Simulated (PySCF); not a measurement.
# CHAlFN (SMILES [F][Al]1[CH]=[N]1), step by step, part 2 of 2

PySCF 2.14.0. Earlier steps stand in the parts before.

### 4 The energy at CCSD(T)/6-311++G(2d,2p) (sfX2C) (run 3)

The input, geometry.xyz:

```xyz
5
CHAlFN
F     -2.131632    -0.941683     1.123267
Al    -0.736428    -0.328805     0.385369
C      0.874933     0.051961    -0.443379
N      0.201896     1.156763    -0.187213
H      1.841130    -0.011937    -0.919444
```

The input, run.py:

```python
from pyscf import gto, cc

mol = gto.M(
    atom='geometry.xyz',
    max_memory=1860,
    charge=0,
    basis='6-311++g(2d,2p)',
    verbose=4,
)

mf = mol.RHF()
mf = mf.sfx2c1e()
mf.kernel()

mycc = cc.CCSD(mf, frozen=8)
mycc.kernel()
e_t = mycc.ccsd_t()
etot = mycc.e_tot + e_t
print('E = %.10f Eh' % etot)
```

The run is started by

```bash
$ OMP_NUM_THREADS=1 python run.py
```

Log:

```text
PySCF version 2.14.0

[INPUT] num. atoms = 5
[INPUT] num. electrons = 36
[INPUT] charge = 0
[INPUT] spin (= nelec alpha-beta = 2S) = 0
[INPUT] symmetry False subgroup None
[INPUT] Mole.unit = angstrom
[INPUT] Symbol           X                Y                Z      unit          X                Y                Z       unit  Magmom
[INPUT]  1 F     -2.131632000000  -0.941683000000   1.123267000000 AA   -4.028200678359  -1.779522966159   2.122666994762 Bohr   0.0
[INPUT]  2 Al    -0.736428000000  -0.328805000000   0.385369000000 AA   -1.391647230461  -0.621351398388   0.728241866898 Bohr   0.0
[INPUT]  3 C      0.874933000000   0.051961000000  -0.443379000000 AA    1.653383747344   0.098192059159  -0.837864879384 Bohr   0.0
[INPUT]  4 N      0.201896000000   1.156763000000  -0.187213000000 AA    0.381528145645   2.185965261030  -0.353781296958 Bohr   0.0
[INPUT]  5 H      1.841130000000  -0.011937000000  -0.919444000000 AA    3.479231459720  -0.022557660749  -1.737497346875 Bohr   0.0

nuclear repulsion = 127.744187498517
number of shells = 54
number of NR pGTOs = 186
number of NR cGTOs = 126
basis = 6-311++g(2d,2p)
ecp = {}

******** <class 'pyscf.x2c.sfx2c1e.sfX2C1eRHF'> ********
method = sfX2C1eRHF
initial guess = minao
damping factor = 0
level_shift factor = 0
DIIS = <class 'pyscf.scf.diis.CDIIS'>
diis_start_cycle = 1
diis_space = 8
diis_damp = 0
SCF conv_tol = 1e-09
SCF conv_tol_grad = None
SCF max_cycles = 50
direct_scf = True
direct_scf_tol = 1e-13

******** <class 'pyscf.x2c.sfx2c1e.SpinFreeX2CHelper'> ********
approx = 1e
xuncontract = 1
Set gradient conv threshold to 3.16228e-05
Initial guess from minao.
init E= -435.067626774213
  HOMO = -0.170954720460578  LUMO = -0.0731221958261301  gap/eV = 2.66216
cycle= 1 E= -434.73105217575  delta_E= 0.337  |g|= 0.655  |ddm|= 2.11
  HOMO = -0.318363518620892  LUMO = -0.00378562296476881  gap/eV = 8.56010
cycle= 2 E= -434.794087138868  delta_E= -0.063  |g|= 0.519  |ddm|= 0.851
  HOMO = -0.332623212791965  LUMO = 0.0094529433383795  gap/eV = 9.30837
cycle= 3 E= -434.841979946229  delta_E= -0.0479  |g|= 0.0574  |ddm|= 0.355
  HOMO = -0.32379000288303  LUMO = 0.0152077311933778  gap/eV = 9.22460
cycle= 4 E= -434.844385923368  delta_E= -0.00241  |g|= 0.0311  |ddm|= 0.144
  HOMO = -0.328699232654778  LUMO = 0.0150866650700543  gap/eV = 9.35489
cycle= 5 E= -434.84480830875  delta_E= -0.000422  |g|= 0.0107  |ddm|= 0.0555
  HOMO = -0.328906565200562  LUMO = 0.0144817646129855  gap/eV = 9.34407
cycle= 6 E= -434.844948700906  delta_E= -0.00014  |g|= 0.00571  |ddm|= 0.0364
  HOMO = -0.328911568641878  LUMO = 0.0144848100974731  gap/eV = 9.34429
cycle= 7 E= -434.844985042819  delta_E= -3.63e-05  |g|= 0.00193  |ddm|= 0.0238
  HOMO = -0.329160123125632  LUMO = 0.0144183080685692  gap/eV = 9.34925
cycle= 8 E= -434.84498980666  delta_E= -4.76e-06  |g|= 0.000747  |ddm|= 0.00853
  HOMO = -0.329059956247029  LUMO = 0.0144077355022973  gap/eV = 9.34623
cycle= 9 E= -434.844990558691  delta_E= -7.52e-07  |g|= 0.000348  |ddm|= 0.00308
  HOMO = -0.329057332008254  LUMO = 0.0144041265104964  gap/eV = 9.34606
cycle= 10 E= -434.844990744337  delta_E= -1.86e-07  |g|= 0.000136  |ddm|= 0.00148
  HOMO = -0.329048122269391  LUMO = 0.0143985986713838  gap/eV = 9.34566
cycle= 11 E= -434.844990772598  delta_E= -2.83e-08  |g|= 4.54e-05  |ddm|= 0.000582
  HOMO = -0.329045395333885  LUMO = 0.0143969345780258  gap/eV = 9.34554
cycle= 12 E= -434.844990775324  delta_E= -2.73e-09  |g|= 1.25e-05  |ddm|= 0.000192
  HOMO = -0.329043509124965  LUMO = 0.0143970548536324  gap/eV = 9.34549
cycle= 13 E= -434.844990775487  delta_E= -1.62e-10  |g|= 3.63e-06  |ddm|= 5.03e-05
  HOMO = -0.329043609356177  LUMO = 0.0143968932279201  gap/eV = 9.34549
Extra cycle  E= -434.844990775495  delta_E= -8.41e-12  |g|= 2.08e-06  |ddm|= 7.37e-06
converged SCF energy = -434.844990775495

******** <class 'pyscf.cc.ccsd.CCSD'> ********
CC2 = 0
CCSD nocc = 10, nmo = 118
frozen orbitals 8
max_cycle = 50
direct = 0
conv_tol = 1e-07
conv_tol_normt = 1e-05
diis_space = 6
diis_start_cycle = 0
diis_start_energy_diff = 1e+09
Init t2, MP2 energy = -435.458753128912  E_corr(MP2) -0.613762353417051
Init E_corr(CCSD) = -0.613762353418883
cycle = 1  E_corr(CCSD) = -0.597877189711571  dE = 0.0158851637  norm(t1,t2) = 0.0715798
cycle = 2  E_corr(CCSD) = -0.617925297829309  dE = -0.0200481081  norm(t1,t2) = 0.0255309
cycle = 3  E_corr(CCSD) = -0.617195530802358  dE = 0.000729767027  norm(t1,t2) = 0.0144747
cycle = 4  E_corr(CCSD) = -0.61971417622446  dE = -0.00251864542  norm(t1,t2) = 0.00656927
cycle = 5  E_corr(CCSD) = -0.620139937390188  dE = -0.000425761166  norm(t1,t2) = 0.00221339
cycle = 6  E_corr(CCSD) = -0.619912917255216  dE = 0.000227020135  norm(t1,t2) = 0.00108826
cycle = 7  E_corr(CCSD) = -0.619865340001005  dE = 4.75772542e-05  norm(t1,t2) = 0.000557786
cycle = 8  E_corr(CCSD) = -0.619919174130581  dE = -5.38341296e-05  norm(t1,t2) = 0.000336748
cycle = 9  E_corr(CCSD) = -0.619913814318253  dE = 5.35981233e-06  norm(t1,t2) = 0.000224486
cycle = 10  E_corr(CCSD) = -0.61991504284038  dE = -1.22852213e-06  norm(t1,t2) = 7.44732e-05
cycle = 11  E_corr(CCSD) = -0.619913194535634  dE = 1.84830475e-06  norm(t1,t2) = 3.06508e-05
cycle = 12  E_corr(CCSD) = -0.619911579698027  dE = 1.61483761e-06  norm(t1,t2) = 1.19696e-05
cycle = 13  E_corr(CCSD) = -0.619911499068347  dE = 8.06296798e-08  norm(t1,t2) = 5.26605e-06
CCSD converged
E(CCSD) = -435.4649022745634  E_corr = -0.619911499068347
CCSD(T) correction = -0.0271323768013085
E = -435.4920346514 Eh
```

Run time: 49 s. Hardware: 1 thread of Intel Xeon 6975P-C (Granite Rapids), shared host; peak memory 2 GiB.

### 5 The vertical excitations at EOM-CCSD/6-31G(d) (sfX2C, spherical functions, root kind ee, spin of roots singlet) (run 4)

The input, input.xyz:

```xyz
5
CHAlFN
F     -2.131632    -0.941683     1.123267
Al    -0.736428    -0.328805     0.385369
C      0.874933     0.051961    -0.443379
N      0.201896     1.156763    -0.187213
H      1.841130    -0.011937    -0.919444
```

The input, calc.py:

```python
# [F][Al]1[CH]=[N]1
import numpy
from pyscf import gto, scf, cc

molecule = gto.Mole()
molecule.atom = 'input.xyz'
molecule.basis = '6-31g*'
molecule.verbose = 4
molecule.max_memory = 1860
molecule.charge = 0
molecule.spin = 0
molecule.build()

mf = scf.RHF(molecule)
mf = mf.sfx2c1e()
mf.kernel()

mycc = cc.CCSD(mf, frozen=8)
mycc.kernel()
energy = mycc.e_tot
print(f'total energy: {energy:.8f} hartree')

e, vec = mycc.eomee_ccsd_singlet(nroots=8)
roots = numpy.atleast_1d(e) * 27.211386
print('EOM-EE-CCSD roots (eV)')
for i, w in enumerate(roots, 1):
    print('%3d %10.4f' % (i, w))
```

The run is started by

```bash
$ OMP_NUM_THREADS=1 python calc.py
```

Log:

```text
PySCF version 2.14.0

[INPUT] num. atoms = 5
[INPUT] num. electrons = 36
[INPUT] charge = 0
[INPUT] spin (= nelec alpha-beta = 2S) = 0
[INPUT] symmetry False subgroup None
[INPUT] Mole.unit = angstrom
[INPUT] Symbol           X                Y                Z      unit          X                Y                Z       unit  Magmom
[INPUT]  1 F     -2.131632000000  -0.941683000000   1.123267000000 AA   -4.028200678359  -1.779522966159   2.122666994762 Bohr   0.0
[INPUT]  2 Al    -0.736428000000  -0.328805000000   0.385369000000 AA   -1.391647230461  -0.621351398388   0.728241866898 Bohr   0.0
[INPUT]  3 C      0.874933000000   0.051961000000  -0.443379000000 AA    1.653383747344   0.098192059159  -0.837864879384 Bohr   0.0
[INPUT]  4 N      0.201896000000   1.156763000000  -0.187213000000 AA    0.381528145645   2.185965261030  -0.353781296958 Bohr   0.0
[INPUT]  5 H      1.841130000000  -0.011937000000  -0.919444000000 AA    3.479231459720  -0.022557660749  -1.737497346875 Bohr   0.0

nuclear repulsion = 127.744187498517
number of shells = 28
number of NR pGTOs = 136
number of NR cGTOs = 62
basis = 6-31g*
ecp = {}

******** <class 'pyscf.x2c.sfx2c1e.sfX2C1eRHF'> ********
method = sfX2C1eRHF
initial guess = minao
damping factor = 0
level_shift factor = 0
DIIS = <class 'pyscf.scf.diis.CDIIS'>
diis_start_cycle = 1
diis_space = 8
diis_damp = 0
SCF conv_tol = 1e-09
SCF conv_tol_grad = None
SCF max_cycles = 50
direct_scf = True
direct_scf_tol = 1e-13

******** <class 'pyscf.x2c.sfx2c1e.SpinFreeX2CHelper'> ********
approx = 1e
xuncontract = 1
Set gradient conv threshold to 3.16228e-05
[... 1 set-up line as earlier in the session ...]
init E= -434.97780555872
  HOMO = -0.168929320414434  LUMO = -0.0687454139009951  gap/eV = 2.72614
cycle= 1 E= -434.630803195105  delta_E= 0.347  |g|= 0.661  |ddm|= 2.27
  HOMO = -0.309315717582766  LUMO = 0.0177166876434218  gap/eV = 8.89901
cycle= 2 E= -434.696545238006  delta_E= -0.0657  |g|= 0.492  |ddm|= 0.815
  HOMO = -0.325781639337178  LUMO = 0.0357606032096172  gap/eV = 9.83807
cycle= 3 E= -434.74313963764  delta_E= -0.0466  |g|= 0.0544  |ddm|= 0.343
  HOMO = -0.31748170022078  LUMO = 0.0436342583768194  gap/eV = 9.82647
cycle= 4 E= -434.745330362306  delta_E= -0.00219  |g|= 0.0321  |ddm|= 0.115
  HOMO = -0.321703102567313  LUMO = 0.0439562530226842  gap/eV = 9.95010
cycle= 5 E= -434.745747670403  delta_E= -0.000417  |g|= 0.00962  |ddm|= 0.0447
  HOMO = -0.322232549962898  LUMO = 0.0430128405182297  gap/eV = 9.93883
cycle= 6 E= -434.745876790808  delta_E= -0.000129  |g|= 0.0047  |ddm|= 0.0323
  HOMO = -0.322149521398926  LUMO = 0.0431639826675405  gap/eV = 9.94069
cycle= 7 E= -434.745902119949  delta_E= -2.53e-05  |g|= 0.00133  |ddm|= 0.0178
  HOMO = -0.322352873780622  LUMO = 0.0430968089545489  gap/eV = 9.94439
cycle= 8 E= -434.74590448167  delta_E= -2.36e-06  |g|= 0.000572  |ddm|= 0.00548
  HOMO = -0.322266107164231  LUMO = 0.0430934886113876  gap/eV = 9.94194
cycle= 9 E= -434.745904962009  delta_E= -4.8e-07  |g|= 0.000262  |ddm|= 0.00242
  HOMO = -0.322263988005614  LUMO = 0.0430938938057528  gap/eV = 9.94189
cycle= 10 E= -434.745905068894  delta_E= -1.07e-07  |g|= 0.0001  |ddm|= 0.00114
  HOMO = -0.322258861375278  LUMO = 0.0430850688859366  gap/eV = 9.94151
cycle= 11 E= -434.745905085105  delta_E= -1.62e-08  |g|= 2.39e-05  |ddm|= 0.000481
  HOMO = -0.322255964106158  LUMO = 0.0430850219861219  gap/eV = 9.94143
cycle= 12 E= -434.745905085871  delta_E= -7.66e-10  |g|= 6.49e-06  |ddm|= 9.5e-05
  HOMO = -0.322255313946753  LUMO = 0.043084925426021  gap/eV = 9.94141
Extra cycle  E= -434.745905085908  delta_E= -3.69e-11  |g|= 3.24e-06  |ddm|= 1.23e-05
converged SCF energy = -434.745905085908

******** <class 'pyscf.cc.ccsd.CCSD'> ********
CC2 = 0
CCSD nocc = 10, nmo = 54
frozen orbitals 8
max_cycle = 50
direct = 0
conv_tol = 1e-07
conv_tol_normt = 1e-05
diis_space = 6
diis_start_cycle = 0
diis_start_energy_diff = 1e+09
Init t2, MP2 energy = -435.253738256366  E_corr(MP2) -0.507833170458296
Init E_corr(CCSD) = -0.507833170465243
cycle = 1  E_corr(CCSD) = -0.502015625364104  dE = 0.0058175451  norm(t1,t2) = 0.0720086
cycle = 2  E_corr(CCSD) = -0.518317101540804  dE = -0.0163014762  norm(t1,t2) = 0.0261784
cycle = 3  E_corr(CCSD) = -0.518553623750855  dE = -0.00023652221  norm(t1,t2) = 0.014927
cycle = 4  E_corr(CCSD) = -0.52147006045337  dE = -0.0029164367  norm(t1,t2) = 0.00721541
cycle = 5  E_corr(CCSD) = -0.521686209222037  dE = -0.000216148769  norm(t1,t2) = 0.00228329
cycle = 6  E_corr(CCSD) = -0.521446625201088  dE = 0.000239584021  norm(t1,t2) = 0.00122909
cycle = 7  E_corr(CCSD) = -0.521428950888287  dE = 1.76743128e-05  norm(t1,t2) = 0.000641181
cycle = 8  E_corr(CCSD) = -0.521481442204206  dE = -5.24913159e-05  norm(t1,t2) = 0.000376445
cycle = 9  E_corr(CCSD) = -0.521472837715683  dE = 8.60448852e-06  norm(t1,t2) = 0.000209056
cycle = 10  E_corr(CCSD) = -0.521474640502037  dE = -1.80278635e-06  norm(t1,t2) = 7.78467e-05
cycle = 11  E_corr(CCSD) = -0.521472254208415  dE = 2.38629362e-06  norm(t1,t2) = 3.09137e-05
cycle = 12  E_corr(CCSD) = -0.521470925231608  dE = 1.32897681e-06  norm(t1,t2) = 1.05582e-05
cycle = 13  E_corr(CCSD) = -0.521470786099569  dE = 1.3913204e-07  norm(t1,t2) = 4.94576e-06
cycle = 14  E_corr(CCSD) = -0.52147075109384  dE = 3.50057288e-08  norm(t1,t2) = 2.15067e-06
CCSD converged
E(CCSD) = -435.2673758370019  E_corr = -0.5214707510938399
total energy: -435.26737584 hartree

******** <class 'pyscf.cc.eom_rccsd.EOMEESinglet'> ********
max_space = 20
max_cycle = 50
conv_tol = 1e-07
partition = None
EOM-CCSD root 0 E = 0.1019444807517596  qpwt = 0.926557  conv = True
EOM-CCSD root 1 E = 0.1252900678241194  qpwt = 0.946797  conv = True
EOM-CCSD root 2 E = 0.1484054842027462  qpwt = 0.923384  conv = True
EOM-CCSD root 3 E = 0.2169339973446319  qpwt = 0.921757  conv = True
EOM-CCSD root 4 E = 0.2471435873164886  qpwt = 0.934698  conv = True
EOM-CCSD root 5 E = 0.2770901279008579  qpwt = 0.909033  conv = True
EOM-CCSD root 6 E = 0.2884126900040452  qpwt = 0.945118  conv = True
EOM-CCSD root 7 E = 0.2900706058508646  qpwt = 0.926925  conv = True
EOM-EE-CCSD roots (eV)
  1     2.7741
  2     3.4093
  3     4.0383
  4     5.9031
  5     6.7251
  6     7.5400
  7     7.8481
  8     7.8932
```

It took 16 s on 1 thread of Intel Xeon 6975P-C (Granite Rapids), shared host; peak memory 0.28 GiB.

The roots found:

```
excited state  energy (eV)
            1        2.774
            2        3.409
            3        4.038
            4        5.903
            5        6.725
            6        7.540
            7        7.848
            8        7.893
```

### 6 What came out

The summary covers parts 1 to 2.

```
                                                                     quantity             value
                               run 1, HF/ANO-RCC-VDZ: total energy at the end     -434.75886 Eh
                                         run 1, HF/ANO-RCC-VDZ: dipole moment            2.36 D
                                           run 1, HF/ANO-RCC-VDZ: HOMO energy          -9.44 eV
                                           run 1, HF/ANO-RCC-VDZ: LUMO energy           0.69 eV
                                         run 1, HF/ANO-RCC-VDZ: HOMO–LUMO gap          10.14 eV
                            run 2, HF/ANO-RCC-VDZ: lowest harmonic wavenumber          178 cm⁻¹
                           run 2, HF/ANO-RCC-VDZ: highest harmonic wavenumber         3272 cm⁻¹
                                     run 2, HF/ANO-RCC-VDZ: zero-point energy       57.3 kJ/mol
run 2, HF/ANO-RCC-VDZ: ideal-gas entropy at 500 K (symmetry number 1 as used)  76.9 cal/(mol K)
                                 run 3, CCSD(T)/6-311++G(2d,2p): total energy     -435.49203 Eh
         run 3, CCSD(T)/6-311++G(2d,2p): dipole moment (Hartree–Fock density)            2.14 D
          run 3, CCSD(T)/6-311++G(2d,2p): HOMO energy (Hartree–Fock orbitals)          -8.95 eV
          run 3, CCSD(T)/6-311++G(2d,2p): LUMO energy (Hartree–Fock orbitals)           0.39 eV
        run 3, CCSD(T)/6-311++G(2d,2p): HOMO–LUMO gap (Hartree–Fock orbitals)           9.35 eV
  run 3, CCSD(T)/6-311++G(2d,2p): correlation energy (8 core orbitals frozen)        -647.0 mEh
                               run 3, CCSD(T)/6-311++G(2d,2p): (T) correction        -27.13 mEh
                                run 3, CCSD(T)/6-311++G(2d,2p): T1 diagnostic             0.017
                    run 4, EOM-CCSD/6-31G*: ground-state or mean-field energy     -435.26738 Eh
                 run 4, EOM-CCSD/6-31G*: dipole moment (Hartree–Fock density)            2.10 D
                  run 4, EOM-CCSD/6-31G*: HOMO energy (Hartree–Fock orbitals)          -8.77 eV
                  run 4, EOM-CCSD/6-31G*: LUMO energy (Hartree–Fock orbitals)           1.17 eV
                run 4, EOM-CCSD/6-31G*: HOMO–LUMO gap (Hartree–Fock orbitals)           9.94 eV
          run 4, EOM-CCSD/6-31G*: correlation energy (8 core orbitals frozen)        -521.5 mEh
                                        run 4, EOM-CCSD/6-31G*: T1 diagnostic             0.019
                     run 4, EOM-CCSD/6-31G*: lowest singlet excitation energy           2.77 eV
```

The optimisation (run 1, HF/ANO-RCC-VDZ) took 18 steps and changed the energy by -0.718 eV. Mulliken charges (run 1, HF/ANO-RCC-VDZ) run from -0.74 on F1 to +1.50 on Al2. All 9 modes (run 2, HF/ANO-RCC-VDZ) are real, so the shape is a minimum at this level. Mulliken charges (run 3, CCSD(T)/6-311++G(2d,2p)) of the mean-field density run from -0.59 on N4 to +1.18 on Al2; in a basis this large or diffuse they mean little. The triples (run 3, CCSD(T)/6-311++G(2d,2p)) make up 4.2 % of the correlation energy. Mulliken charges (run 4, EOM-CCSD/6-31G*) of the mean-field density run from -0.58 on F1 to +0.96 on Al2; they depend strongly on the basis.
